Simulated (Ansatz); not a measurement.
I need a convergence test of the k-point mesh of Te₂Mo, space group P-6m2. Use the Python package of Ansatz (0.2.0). Level of theory (first run): r2SCAN, PAW, the default cutoff (500 eV here), 3×3×1 k-points, Fermi-Dirac smearing of 0.1 eV. The script varies mesh: (3, 3, 1), (5, 5, 1), (6, 6, 1), (7, 7, 2), (9, 9, 2).

```xyz
3
Lattice="3.5602 0.0000 0.0000 -1.7801 3.0833 0.0000 0.0000 0.0000 17.5241" Properties=species:S:1:pos:R:3 pbc="T T T"
Te    0.0000    2.0555   15.7341
Te    0.0000    2.0555    1.7900
Mo    0.0000    0.0000    0.0000
```

The script, `kconv_te2mo.py`:
```python
# -*- coding: utf-8 -*-
"""Convergence of Te2Mo with the k-point mesh."""

import ansatz as az
from tabulate import tabulate


def main():
    te2mo = (
        az.Lattice.from_parameters(3.560233, 3.560233, 17.524058, alpha=90.0, beta=90.0, gamma=120.0)
        .atom("Te", (1 / 3, 2 / 3, 0.897855))
        .atom("Te", (1 / 3, 2 / 3, 0.102145))
        .atom("Mo", (0.0, 0.0, 0.0))
    )

    calc = (
        te2mo.calculation()
        .scf(tolerance=1e-09)
        .functional("r2scan")
        .occupations("fermi_dirac")
        .stress()
    )

    rows = []
    for value in [(3, 3, 1), (5, 5, 1), (6, 6, 1), (7, 7, 2), (9, 9, 2)]:
        report = calc.kpoints(mesh=value).run(threads=1).report
        rows.append((value, report["free_energy_ev"] / len(report["lattice"]["sites"]), report["n_iterations"], sum(report["stress_gpa"][i][i] for i in range(3)) / 3, report["n_kpoints"]))

    print(tabulate(rows, headers=["mesh", "F/atom (eV)", "iterations", "P (GPa)", "k-points"], floatfmt=".4f", tablefmt="grid"))

    # differences from the last row
    for row in rows[:-1]:
        shift = 1000 * (row[1] - rows[-1][1])
        print(f"{row[0]}: {shift:+.2f} meV/atom" + ("  (within 1 meV)" if abs(shift) < 1 else ""))


if __name__ == "__main__":
    main()
```

```console
$ python kconv_te2mo.py
DeckWarning: basis.ecutwfc = 500 eV, auto-derived from the records' recommended cutoffs: set by Te (their level for a meta-GGA)
DeckWarning: output.stress: scf.convergence.dr2_threshold = 1e-9 eV is looser than the 3e-10 eV advised for a printed stress (1e-10 eV for each atom of the cell: 3). What an SCF threshold leaves in a stress goes as its square root, and in the free energy as [...]
+-----------+---------------+--------------+-----------+------------+
| mesh      |   F/atom (eV) |   iterations |   P (GPa) |   k-points |
+===========+===============+==============+===========+============+
| (3, 3, 1) |    -6319.4024 |            9 |   -0.2264 |          3 |
+-----------+---------------+--------------+-----------+------------+
| (5, 5, 1) |    -6319.3622 |            9 |    0.0230 |          5 |
+-----------+---------------+--------------+-----------+------------+
| (6, 6, 1) |    -6319.3632 |            9 |    0.0035 |          7 |
+-----------+---------------+--------------+-----------+------------+
| (7, 7, 2) |    -6319.3637 |            9 |    0.0020 |         16 |
+-----------+---------------+--------------+-----------+------------+
| (9, 9, 2) |    -6319.3637 |            9 |    0.0012 |         24 |
+-----------+---------------+--------------+-----------+------------+
(3, 3, 1): -38.64 meV/atom
(5, 5, 1): +1.54 meV/atom
(6, 6, 1): +0.56 meV/atom  (within 1 meV)
(7, 7, 2): +0.09 meV/atom  (within 1 meV)
```
(Warnings from the package without file and line, shortened.)

From 6×6×1 on it stays within 1 meV an atom of the value at 9×9×2; the first row (3×3×1) is off by 38.6 meV and the last but one by 0.09 meV. It goes up and down, since the sum over k-points isn't variational. The pressure moves from -0.23 to 0.00 GPa. The last run costs about 3.5 times the first.

Caveats:
- The cell holds layers, chains or clusters in vacuum, no bulk phase; its stress is averaged over the vacuum too and scales with the cell's height.
- Pressure is positive in compression.
- Points of the mesh across the vacuum add cost only.
- This cell is a computed structure, which may not be the phase found in nature.
- Shifts are counted from the finest mesh, which is itself no proven limit.
- It ran for 63 s on 1 thread of Arm Neoverse V2, on a shared host, peak memory 0.85 GiB.
